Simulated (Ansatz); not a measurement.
# PdRuC4N4: the cost of one run

Method: DFT PBE, scalar-relativistic, plane waves, PAW, in Ansatz 0.2.0.

### 1 The structure to begin with

Symmetry: P-43m, No. 215, cubic system. The conventional cell has a = 5.881 Å, b = 5.881 Å, c = 5.881 Å, α = 90.00°, β = 90.00°, γ = 90.00°. Ru (site symmetry -43m) is surrounded by 4 N at 1.99 Å. Pd (site symmetry -43m) has 4 C at 1.94 Å in its first shell of neighbours. Around C (site symmetry 3m) lie 1 N at 1.17 Å and 1 Pd at 1.94 Å. Around N (site symmetry 3m) lie 1 C at 1.17 Å and 1 Ru at 1.99 Å.

As a file:

```
CELL_PARAMETERS angstrom
5.88089 0.00000 0.00000
0.00000 5.88089 0.00000
0.00000 0.00000 5.88089
ATOMIC_POSITIONS crystal
Ru 0.50000 0.50000 0.50000
Pd 0.00000 0.00000 0.00000
C 0.19026 0.19026 0.19026
C 0.19026 0.80974 0.80974
C 0.80974 0.19026 0.80974
C 0.80974 0.80974 0.19026
N 0.30512 0.30512 0.30512
N 0.30512 0.69488 0.69488
N 0.69488 0.30512 0.69488
N 0.69488 0.69488 0.30512
```

The cell is invented: two interpenetrating cyanide-bridged diamond nets (P-43m, No. 215). Lengths come from tabulated atomic sizes and are only a guess.

### 2 The guess as it stands, on a coarse mesh

File input.yaml:

```yaml
crystal:
  lattice:
    - [5.88088984, 0.0, 0.0]
    - [0.0, 5.88088984, 0.0]
    - [0.0, 0.0, 5.88088984]
  atoms:
    - { symbol: Ru, position: [0.5, 0.5, 0.5], spin: 1.0 }
    - { symbol: Pd, position: [0.0, 0.0, 0.0] }
    - { symbol: C, position: [0.19026114, 0.19026114, 0.19026114] }
    - { symbol: C, position: [0.19026114, 0.80973886, 0.80973886] }
    - { symbol: C, position: [0.80973886, 0.19026114, 0.80973886] }
    - { symbol: C, position: [0.80973886, 0.80973886, 0.19026114] }
    - { symbol: "N", position: [0.30512468, 0.30512468, 0.30512468] }
    - { symbol: "N", position: [0.30512468, 0.69487532, 0.69487532] }
    - { symbol: "N", position: [0.69487532, 0.30512468, 0.69487532] }
    - { symbol: "N", position: [0.69487532, 0.69487532, 0.30512468] }
basis:
  ecutwfc: 420
kpoints:
  mp_grid: { grid: [4, 4, 4] }
hamiltonian:
  xc: pbe
scf:
  occupations: { method: gaussian, width: 0.1 }
  lower_state_search: "off"
output:
  forces: true
  stress: true
  eigenvalues: true
  populations: true
magnetization:
  spin_polarized: true
```

Command:

```bash
> ansatz run input.yaml --threads 1 --pin off --max-ram 2560MiB --backend cpu --events-out ev --progress --plain --runs-dir out
```

Q: Estimate wall time and peak memory on 1 thread of Intel Xeon Platinum 8488C (Sapphire Rapids), shared host.

About 28 s, with a peak of 0.53 GiB.
